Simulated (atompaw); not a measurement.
**Pseudopotential generation for europium: PAW (atompaw), PBEsol**

Aim: build the potential from the settings below, then test how well it stands in for the atom: scattering, ghost states and the plane-wave cutoff that it needs.

The numbers are computed with atompaw 4.2.0.5 (PBEsol, scalar-relativistic, spin-unpolarised reference atom).

## 1. The atom and the settings

The settings as typed:

- element: europium (Eu, Z = 63)
- type: PAW
- frozen core: [Kr] 4d10
- valence charge: 17
- reference configuration: 4f7 5s2 5p6 5d0 6s2 6p0
- partial waves: 5s (bound): rc 1.50 bohr; 6s (bound): rc 3.00 bohr; 5p (bound): rc 2.15 bohr; 6p (bound, empty): rc 3.00 bohr; 5d (bound, empty): rc 3.00 bohr; 5d channel at 1.95 Ry: rc 3.00 bohr; 4f (bound): rc 1.25 bohr; 4f channel at 2.1 Ry: rc 1.25 bohr
- local potential: vpsmatchnc scheme with l = 4 at -0.5 Ry, radius 2.90 bohr
- core correction: smooth core density matched at 1.70 bohr
- augmentation charge: besselshape compensation charge, radius 2.30 bohr; PAW radius 3.00 bohr; waves and projectors: modrrkj vanderbiltortho

The nodes and maxima of the atom's own shells, from an earlier all-electron run, set the scale for the radii.

All-electron outer shells of the reference configuration (PBEsol, scalar-relativistic, ld1.x):

```json
{"shell": "4p", "level (eV)": "-258.03", "outermost node (bohr)": "0.30", "outermost maximum (bohr)": "0.55"}
{"shell": "4d", "level (eV)": "-134.71", "outermost node (bohr)": "0.27", "outermost maximum (bohr)": "0.57"}
{"shell": "5s", "level (eV)": "-44.70", "outermost node (bohr)": "0.67", "outermost maximum (bohr)": "1.23"}
{"shell": "5p", "level (eV)": "-23.79", "outermost node (bohr)": "0.72", "outermost maximum (bohr)": "1.41"}
{"shell": "6s", "level (eV)": "-3.64", "outermost node (bohr)": "1.67", "outermost maximum (bohr)": "3.60"}
{"shell": "4f", "level (eV)": "-2.76", "outermost node (bohr)": "–", "outermost maximum (bohr)": "0.60"}
{"shell": "5d", "level (eV)": "-1.57", "outermost node (bohr)": "0.82", "outermost maximum (bohr)": "2.16"}
{"shell": "6p", "level (eV)": "-1.18", "outermost node (bohr)": "2.02", "outermost maximum (bohr)": "4.86"}
```

## 2. Generating the potential

File Eu.input:

```
Eu 63
GGA-PBESOL scalarrelativistic loggrid 2001 logderivrange -5 5 251
6 6 5 4 0 0
6 1 0
5 2 0
4 3 7
0 0 0
c
c
c
c
v
v
c
c
c
v
v
c
c
v
v
3
3.00 2.30 2.90 1.70
n
n
y
1.95
n
y
2.1
n
modrrkj vanderbiltortho besselshape
4 -0.5 vpsmatchnc
1.50
3.00
2.15
3.00
3.00
3.00
1.25
1.25
PWSCFOUT
UPFDX 0.0125d0 UPFXMIN -7.d0 UPFZMESH 63.d0
END
```

Command:

```
$ atompaw < Eu.input > Eu.log
```

What does the calculation give? Wanted: cutoffs for 10 and 1 mRy, occupied levels; bound ghosts; largest phase difference near zero energy, channels read; lowest eigenvalue of the overlap; share of valence orbitals outside the PAW sphere; UPF file.

As calculated:

```
                                                quantity                                              value
               cutoffs for 10 and 1 mRy, occupied levels                                  110 Ry and 180 Ry
                                            bound ghosts                                         none found
largest phase difference near zero energy, channels read                                          0.105 rad
         lowest eigenvalue of the overlap (Bessel basis)                                          0.694 (s)
        share of valence orbitals outside the PAW sphere  5s 0 %, 6s 80 %, 5p 3 %, 6p 95 %, 5d 49 %, 4f 1 %
                                                UPF file                                            written
```

**Reading.** The potential is hard: the looser tolerance needs 110 Ry. The slowest occupied level is 4f: taken alone it needs 120 Ry to come within 1 mRy, against 25 Ry for 5s. It is free of bound ghosts as far as tested. Near zero energy the largest phase difference among the channels read is 0.10 rad, in the f channel.
